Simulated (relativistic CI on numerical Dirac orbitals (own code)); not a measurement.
# Cd⁴⁺: E1 transition arrays

Aim: all E1 lines from the first configuration of Cd⁴⁺, summed into arrays with their mean energies and widths.

Program: relativistic CI on numerical Dirac orbitals (own code) version 3. Level of theory: Dirac-Coulomb-Breit CI, KLI orbitals optimised for each configuration, model QED (radiative potential, 1s self-energy scaled to tabulated hydrogen-like ionisation energies), valence Slater integrals scaled by 0.9, whole transition arrays. These are calculated values, not measurements, unless marked.

## Step 1: What is computed

- ion: Cd⁴⁺ (Cd V)
- nuclear charge: 48
- electrons: 44
- isotope: A = 114
- configurations: [Kr] 4d8; [Kr] 4d7 4f; [Ar] 3d10 4s2 4p5 4d9; [Kr] 4d7 5p; [Kr] 4d7 5f

Outer shells as boxes (Hund's rule):

[Kr] 4d8
```
[Kr] core
4d [↑↓][↑↓][↑↓][↑ ][↑ ]
```

## Step 2: Main run

The run's settings:

```ini
atom Cd  Z=48  charge=4  electrons=44
nucleus A=114  rms_radius_fm=4.6087
hamiltonian dirac-coulomb  breit=on  qed=on  c_scale=1
orbitals kli  potential=per-configuration
slater_scale 0.9
correlation none
mixing on
configurations
  [Kr] 4d8
  [Kr] 4d7 4f
  [Ar] 3d10 4s2 4p5 4d9
  [Kr] 4d7 5p
  [Kr] 4d7 5f
end
arrays E1 from the first configuration
```

Results of the run (chosen fields of its result record, rounded):

```text
{
  "status": "converged",
  "arrays [upper, lines, gf_sum, mean_eV, sigma_eV, strongest_nm]": [
    ["4p6 4d7 4f", 721, 82.79, 48.2171, 1.322, 25.24],
    ["4p5 4d9", 60, 169.5, 69.2412, 3.431, 16.67],
    ["4p6 4d7 5p", 466, 42.23, 30.0498, 1.383, 42.53],
    ["4p6 4d7 5f", 721, 226.2, 59.9359, 2.246, 20.19]
  ],
  "bins [nm, gf per state]": [
    [16.5, 0.7656],
    [17.5, 0.9972],
    [18.5, 1.381],
    [19.5, 0.8302],
    [20.5, 3.813],
    [21.5, 0.565],
    [22.5, 0.2686],
    [23.5, 0.1485],
    [24.5, 0.1821],
    [25.5, 1.225],
    [26.5, 0.3397],
    [27.5, 0.09197],
    [28.5, 0.02302],
    [29.5, 0.00177],
    [30.5, 0.0001058],
    [31.5, 7.213e-07],
    [32.5, 2.693e-07],
    [33.5, 0.001584],
    [34.5, 0.003464],
    [35.5, 0.002814],
    [36.5, 0.005373],
    [37.5, 0.04681],
    [38.5, 0.01265],
    [39.5, 0.07749],
    [40.5, 0.2085],
    [41.5, 0.2779]
  ],
  "bin_width [nm]": 1.0,
  "all_arrays": [1968, 520.71, 58.6776, 11.2836, 20.1859],
  "strongest [nm, gf, J2_lower, J2_upper, upper]": [
    [20.186, 29.05, 8, 10, "4p6 4d7 5f"],
    [16.666, 20.46, 8, 6, "4p5 4d9"],
    [19.131, 19.83, 8, 8, "4p5 4d9"],
    [20.65, 18.71, 8, 8, "4p6 4d7 5f"],
    [20.463, 14.58, 4, 6, "4p6 4d7 5f"],
    [17.454, 14.51, 8, 6, "4p5 4d9"],
    [20.174, 14.4, 6, 8, "4p6 4d7 5f"],
    [20.457, 11.49, 8, 10, "4p6 4d7 5f"],
    [20.077, 11.09, 8, 10, "4p6 4d7 5f"],
    [20.241, 10.88, 4, 6, "4p6 4d7 5f"],
    [18.823, 10.47, 6, 6, "4p5 4d9"],
    [20.411, 9.903, 4, 6, "4p6 4d7 5f"]
  ],
  "configurations [conf, odd, states]": [
    ["4p6 4d8", 0, 45],
    ["4p6 4d7 4f", 1, 1680],
    ["4p5 4d9", 1, 60],
    ["4p6 4d7 5p", 1, 720],
    ["4p6 4d7 5f", 1, 1680]
  ]
}
```

Wall time 0.4 s (1 thread, shared host).

## Step 3: Without configuration mixing

Settings: those of step 2 with these lines changed.

```diff
@@ -6,3 +6,3 @@
 correlation none
-mixing on
+mixing off
 configurations
```

From the record:

```text
{
  "status": "converged",
  "arrays [upper, lines, gf_sum, mean_eV, sigma_eV, strongest_nm]": [
    ["4p6 4d7 4f", 721, 254.9, 51.1095, 1.467, 23.62],
    ["4p5 4d9", 60, 56.95, 66.3565, 3.981, 17.36],
    ["4p6 4d7 5p", 466, 50.09, 30.0734, 1.34, 42.38],
    ["4p6 4d7 5f", 721, 105.8, 57.594, 1.524, 20.9]
  ],
  "bins [nm, gf per state]": [
    [17.5, 0.3811],
    [18.5, 0.3439],
    [19.5, 0.3242],
    [20.5, 0.5353],
    [21.5, 1.737],
    [22.5, 0.205],
    [23.5, 2.375],
    [24.5, 2.774],
    [25.5, 0.4378],
    [26.5, 0.07065],
    [27.5, 0.06976],
    [28.5, 0.01471],
    [29.5, 0.0014],
    [30.5, 1.421e-05],
    [31.5, 2.801e-06],
    [32.5, 2.081e-07],
    [33.5, 0.001484],
    [34.5, 0.003874],
    [35.5, 0.003875],
    [36.5, 0.004875],
    [37.5, 0.05313],
    [38.5, 0.01317],
    [39.5, 0.0987],
    [40.5, 0.301],
    [41.5, 0.2766],
    [42.5, 0.1998]
  ],
  "bin_width [nm]": 1.0,
  "all_arrays": [1968, 467.752, 52.1799, 9.37429, 23.6177],
  "strongest [nm, gf, J2_lower, J2_upper, upper]": [
    [23.618, 23.33, 8, 10, "4p6 4d7 4f"],
    [23.961, 17.29, 8, 10, "4p6 4d7 4f"],
    [24.291, 14.64, 8, 8, "4p6 4d7 4f"],
    [24.126, 12.86, 8, 8, "4p6 4d7 4f"],
    [23.889, 12.59, 4, 6, "4p6 4d7 4f"],
    [17.36, 11.22, 8, 6, "4p5 4d9"],
    [24.332, 8.585, 6, 6, "4p6 4d7 4f"],
    [23.76, 8.237, 4, 6, "4p6 4d7 4f"],
    [20.9, 7.358, 8, 10, "4p6 4d7 5f"],
    [23.409, 7.28, 6, 8, "4p6 4d7 4f"],
    [23.827, 5.993, 2, 4, "4p6 4d7 4f"],
    [18.656, 5.93, 8, 6, "4p5 4d9"]
  ],
  "configurations [conf, odd, states]": [
    ["4p6 4d8", 0, 45],
    ["4p6 4d7 4f", 1, 1680],
    ["4p5 4d9", 1, 60],
    ["4p6 4d7 5p", 1, 720],
    ["4p6 4d7 5f", 1, 1680]
  ]
}
```

It took 0.4 s on 1 thread, shared host.

## Step 4: Slater integrals scaled by 1

Settings: those of step 3 with these lines changed.

```diff
@@ -4,5 +4,5 @@
 orbitals kli  potential=per-configuration
-slater_scale 0.9
+slater_scale 1
 correlation none
-mixing off
+mixing on
 configurations
```

From the record:

```text
{
  "status": "converged",
  "arrays [upper, lines, gf_sum, mean_eV, sigma_eV, strongest_nm]": [
    ["4p6 4d7 4f", 704, 78.21, 48.5928, 1.606, 25],
    ["4p5 4d9", 60, 177.2, 70.0719, 3.618, 16.42],
    ["4p6 4d7 5p", 466, 41.64, 30.1271, 1.541, 42.6],
    ["4p6 4d7 5f", 738, 230.2, 60.2662, 2.634, 20.01]
  ],
  "bins [nm, gf per state]": [
    [16.5, 0.7737],
    [17.5, 1.453],
    [18.5, 1.572],
    [19.5, 0.9196],
    [20.5, 3.266],
    [21.5, 0.5673],
    [22.5, 0.2666],
    [23.5, 0.1612],
    [24.5, 0.4501],
    [25.5, 0.9398],
    [26.5, 0.2878],
    [27.5, 0.0815],
    [28.5, 0.02365],
    [29.5, 0.003154],
    [30.5, 0.0001038],
    [31.5, 4.988e-06],
    [32.5, 0.001528],
    [33.5, 0.00366],
    [34.5, 0.002012],
    [35.5, 0.003754],
    [36.5, 0.02615],
    [37.5, 0.03486],
    [38.5, 0.008892],
    [39.5, 0.1172],
    [40.5, 0.2287],
    [41.5, 0.2009]
  ],
  "bin_width [nm]": 1.0,
  "all_arrays": [1968, 527.24, 59.4501, 11.4718, 20.0112],
  "strongest [nm, gf, J2_lower, J2_upper, upper]": [
    [20.011, 29.31, 8, 10, "4p6 4d7 5f"],
    [16.419, 21.47, 8, 6, "4p5 4d9"],
    [18.955, 20.84, 8, 8, "4p5 4d9"],
    [20.508, 18.65, 8, 8, "4p6 4d7 5f"],
    [17.188, 15.32, 8, 6, "4p5 4d9"],
    [20.316, 14.55, 4, 6, "4p6 4d7 5f"],
    [19.97, 12.96, 6, 8, "4p6 4d7 5f"],
    [20.284, 11.86, 8, 10, "4p6 4d7 5f"],
    [18.662, 11.58, 6, 6, "4p5 4d9"],
    [18.249, 10.45, 4, 4, "4p5 4d9"],
    [17.834, 10.22, 4, 4, "4p5 4d9"],
    [20.042, 10.1, 4, 6, "4p6 4d7 5f"]
  ],
  "configurations [conf, odd, states]": [
    ["4p6 4d8", 0, 45],
    ["4p6 4d7 4f", 1, 1680],
    ["4p5 4d9", 1, 60],
    ["4p6 4d7 5p", 1, 720],
    ["4p6 4d7 5f", 1, 1680]
  ]
}
```

Run time: 0.4 s. Hardware: 1 thread, shared host.

## Step 5: Slater integrals scaled by 0.8

Settings: those of step 4 with these lines changed.

```diff
@@ -4,3 +4,3 @@
 orbitals kli  potential=per-configuration
-slater_scale 1
+slater_scale 0.8
 correlation none
```

From the record:

```text
{
  "status": "converged",
  "arrays [upper, lines, gf_sum, mean_eV, sigma_eV, strongest_nm]": [
    ["4p6 4d7 4f", 721, 86.68, 47.8868, 1.179, 25.48],
    ["4p5 4d9", 60, 160.9, 68.4432, 3.253, 16.91],
    ["4p6 4d7 5p", 466, 42.84, 29.9735, 1.227, 42.46],
    ["4p6 4d7 5f", 721, 223.7, 59.5603, 1.977, 20.36]
  ],
  "bins [nm, gf per state]": [
    [16.5, 0.59],
    [17.5, 0.9594],
    [18.5, 1.407],
    [19.5, 0.6807],
    [20.5, 3.886],
    [21.5, 0.5944],
    [22.5, 0.2912],
    [23.5, 0.1303],
    [24.5, 0.1493],
    [25.5, 1.213],
    [26.5, 0.4432],
    [27.5, 0.1122],
    [28.5, 0.01713],
    [29.5, 0.0006165],
    [30.5, 1.702e-05],
    [31.5, 7.448e-07],
    [32.5, 1.39e-09],
    [33.5, 0],
    [34.5, 0.002767],
    [35.5, 0.003039],
    [36.5, 0.004311],
    [37.5, 0.02744],
    [38.5, 0.03306],
    [39.5, 0.06447],
    [40.5, 0.1983],
    [41.5, 0.3163]
  ],
  "bin_width [nm]": 1.0,
  "all_arrays": [1968, 514.18, 57.9076, 11.1015, 20.3622],
  "strongest [nm, gf, J2_lower, J2_upper, upper]": [
    [20.362, 28.81, 8, 10, "4p6 4d7 5f"],
    [16.913, 19.34, 8, 6, "4p5 4d9"],
    [20.792, 18.77, 8, 8, "4p6 4d7 5f"],
    [19.299, 18.66, 8, 8, "4p5 4d9"],
    [20.376, 15.93, 6, 8, "4p6 4d7 5f"],
    [20.61, 14.61, 4, 6, "4p6 4d7 5f"],
    [17.721, 13.6, 8, 6, "4p5 4d9"],
    [20.619, 13.35, 8, 10, "4p6 4d7 5f"],
    [20.296, 12.94, 8, 10, "4p6 4d7 5f"],
    [20.44, 11.57, 4, 6, "4p6 4d7 5f"],
    [20.567, 9.912, 4, 6, "4p6 4d7 5f"],
    [18.978, 9.22, 6, 6, "4p5 4d9"]
  ],
  "configurations [conf, odd, states]": [
    ["4p6 4d8", 0, 45],
    ["4p6 4d7 4f", 1, 1680],
    ["4p5 4d9", 1, 60],
    ["4p6 4d7 5p", 1, 720],
    ["4p6 4d7 5f", 1, 1680]
  ]
}
```

Wall time 0.4 s (1 thread, shared host).

## Step 6: The runs side by side

The array to 4p6 4d7 5f, the strongest of the main run, in each run:

| run | time | mean (eV) | width (eV) | gf sum | strongest line (nm) | strongest array of the run |
| --- | --- | --- | --- | --- | --- | --- |
| main run | 0.4 s | 59.94 | 2.25 | 226.2 | 20.19 | 4p6 4d7 5f |
| without configuration mixing | 0.4 s | 57.59 | 1.52 | 105.8 | 20.90 | 4p6 4d7 4f |
| Slater integrals scaled by 1 | 0.4 s | 60.27 | 2.63 | 230.2 | 20.01 | 4p6 4d7 5f |
| Slater integrals scaled by 0.8 | 0.4 s | 59.56 | 1.98 | 223.7 | 20.36 | 4p6 4d7 5f |

## Step 7: Outcome

| quantity | value |
| --- | --- |
| strongest array, main run | to 4p6 4d7 5f, 721 lines |
| its mean and width | 59.9 ± 2.2 eV (20.7 nm) |
| its share of all gf | 43 % |
| lines in all | 1968 |

**Reading.** The largest share, 43 %, lies in the array to 4p6 4d7 5f near 20.7 nm. Configuration mixing moves its mean by +2.34 eV and changes its gf sum by +114 %. In the run «without configuration mixing» the array to 4p6 4d7 4f leads instead. All levels of the first configuration count with their statistical weight; no plasma population is modelled.
